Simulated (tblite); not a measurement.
# H14P28: the cost of one run

Computed with tblite 0.8.0 and PySCF 2.14.0 and routines of our own; the level stands in each step. Atoms count from 0.

### 1 The starting structure

42 atoms, charge 0, multiplicity 1; geometry from: force field, distance geometry or constructed start.

### 2 Relaxing the molecule with GFN2-xTB

The job: settings as JSON, then the geometry in Å.

```
{"job": {"kind": "relax", "xc": "GFN2-xTB", "basis": "xTB"}, "charge": 0, "multiplicity": 1}
P      0.004900     0.942900    -0.621600
P     -1.639500     1.892000     0.613100
P     -3.267400     0.942400    -0.619000
P     -3.273300    -0.940300     0.613800
P     -1.637300    -1.890600    -0.616600
P     -0.003300    -0.945200     0.617400
P      4.909000     3.780600    -0.623300
P      3.276000     4.726300     0.621500
P      1.639000     3.776800    -0.620400
P      1.633500     1.888600     0.621600
P      3.270500     0.943500    -0.622100
P      4.906400     1.887400     0.620000
P     -4.912300    -1.888700    -0.615000
P     -4.906700    -3.779500     0.617300
P     -3.274800    -4.718500    -0.619800
P     -1.638200    -3.778300     0.626300
P      1.636700    -1.887500    -0.619100
P      3.271500    -0.948100     0.619000
P      4.908300    -1.887600    -0.617500
P      1.639100    -3.778000     0.622700
P      3.270300    -4.719800    -0.618500
P      4.908000    -3.777400     0.619800
P      0.003400     4.728200     0.626600
P     -1.640500     3.774600    -0.621500
P      0.000500    -4.721000    -0.619100
P     -3.278700     4.722700     0.622500
P     -4.908200     3.781200    -0.620700
P     -4.909500     1.890000     0.621200
H      5.923200     4.364500     0.146100
H      3.273700     5.894500    -0.144700
H      5.926200     1.304800    -0.149200
H     -5.924500    -1.302900     0.148300
H     -5.923600    -4.364000    -0.150000
H     -3.270500    -5.895400     0.151800
H      5.923800    -1.302400     0.144800
H      3.273100    -5.891900     0.145200
H      5.921800    -4.364000    -0.152200
H      0.000900     5.896600    -0.150700
H      0.001100    -5.898000     0.148000
H     -3.277400     5.897500    -0.146900
H     -5.922700     4.361800     0.151900
H     -5.916700     1.298600    -0.144400
```

The run is started by

```console
OMP_NUM_THREADS=4 python large_run.py task.json out
```

This one command runs all jobs of the session in turn.

**Question.** How long does this first job take on 4 threads of Arm Neoverse V2, shared host, and how much memory does it need?

About 2.5 s, with a peak of 0.16 GiB.
